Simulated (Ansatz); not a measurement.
# MoWO4, relaxed

The start is MoWO4, a structure type of another compound, with these elements put in. Where does it settle when we relax the atoms in a fixed cell, and what is it like there?

Method: DFT, r2SCAN, no spin polarisation, plane waves, PAW, in Ansatz 0.2.0.

### Step 1. The structure

Symmetry: I4_1/a, No. 88, tetragonal system. The conventional cell has a = 4.883 Å, b = 4.883 Å, c = 10.603 Å, α = 90.00°, β = 90.00°, γ = 90.00°. Mo (site symmetry -4) has 4 O at 1.66 Å as nearest neighbours. W (site symmetry -4) has 8 O at 2.27 to 2.31 Å as nearest neighbours. O (site symmetry 1) is surrounded by 1 Mo at 1.66 Å and 2 W at 2.27 to 2.31 Å.

Its coordinates follow in the input file.

It starts from an earlier solution of the starting cell (checkpoint.read).

### Step 2. The relaxation

File input.yaml:

```yaml
crystal:
  lattice:
    - [0.0, 4.883058, 0.0]
    - [4.883058, 0.0, 0.0]
    - [2.441529, 2.441529, -5.30166]
  atoms:
    - { symbol: Mo, position: [0.375, 0.125, 0.75] }
    - { symbol: Mo, position: [0.625, 0.875, 0.25] }
    - { symbol: W, position: [0.875, 0.625, 0.75] }
    - { symbol: W, position: [0.125, 0.375, 0.25] }
    - { symbol: O, position: [0.1331, 0.2821, 0.9158] }
    - { symbol: O, position: [0.7821, 0.9511, 0.4158] }
    - { symbol: O, position: [0.4511, 0.8021, 0.9158] }
    - { symbol: O, position: [0.3021, 0.6331, 0.4158] }
    - { symbol: O, position: [0.8669, 0.7179, 0.0842] }
    - { symbol: O, position: [0.2179, 0.0489, 0.5842] }
    - { symbol: O, position: [0.5489, 0.1979, 0.0842] }
    - { symbol: O, position: [0.6979, 0.3669, 0.5842] }
  symmetry: { tolerance: 0.0003 }
kpoints:
  mp_grid: { grid: [4, 4, 4], shift: [0, 0, 0] }
magnetization:
  spin_polarized: false
scf:
  occupations: { method: fermi_dirac, width: 0.0187 }
  lower_state_search: "off"
hamiltonian:
  pseudopotentials: { kind: paw }
  xc: r2scan
basis:
  ecutwfc: 500
  fft_grid_basis: typed
relax:
  max_steps: 80
  f_tol: 0.03
output:
  forces: true
  stress: true
  eigenvalues: true
  bader: true
  populations: true
  elf: true
  write_potential: true
  volumetric_format: npy
  dos:
    e_range: [-12, 8]
    de: 0.05
    projected: { site_lists: { Mo: [Mo], O: [O], W: [W] } }
checkpoint:
  read: saved_state
```

Started as:

```sh
> ansatz run input.yaml --threads 2 --pin off --max-ram 3584MiB --backend cpu --events-out ev --progress --plain --runs-dir out
```

Before running it: what results should come out? Wanted: moves; energy gained; largest move; pressure left in the fixed cell; character; Bader charges.

The runs gave:

| quantity | value |
| --- | --- |
| moves | 6 |
| energy gained | 764.6 meV/atom |
| largest move | 0.30 Å (O) |
| space group (0.01 Å), before / after | I4_1/a / I4_1/a |
| pressure left in the fixed cell | -6.8 GPa |
| character | metal |
| density of states, mean within 0.25 eV of the Fermi level | 12 per eV per cell |
| Bader charges | Mo +2.13, W +2.49, O -1.16 e |

**Reading.** In the fixed cell the largest move of an atom is 0.30 Å; the energy fell by 764.6 meV per atom. The fixed cell still holds a mean pressure of -6.8 GPa, so it would shrink if let free. With 8 symmetry operations imposed, the end may be a saddle point towards distortions that break them. Bands cross the Fermi level: a metal; within 0.25 eV of the Fermi level the density of states averages 12 per eV per cell, mostly Mo d (45 %), W d (38 %) and O p (14 %). By Bader's partition W gives up most (+2.49 e) and O takes most (-1.16 e).

Keep in mind: the k mesh is coarse for a cell without a gap; the SCF threshold is loose for a stress.
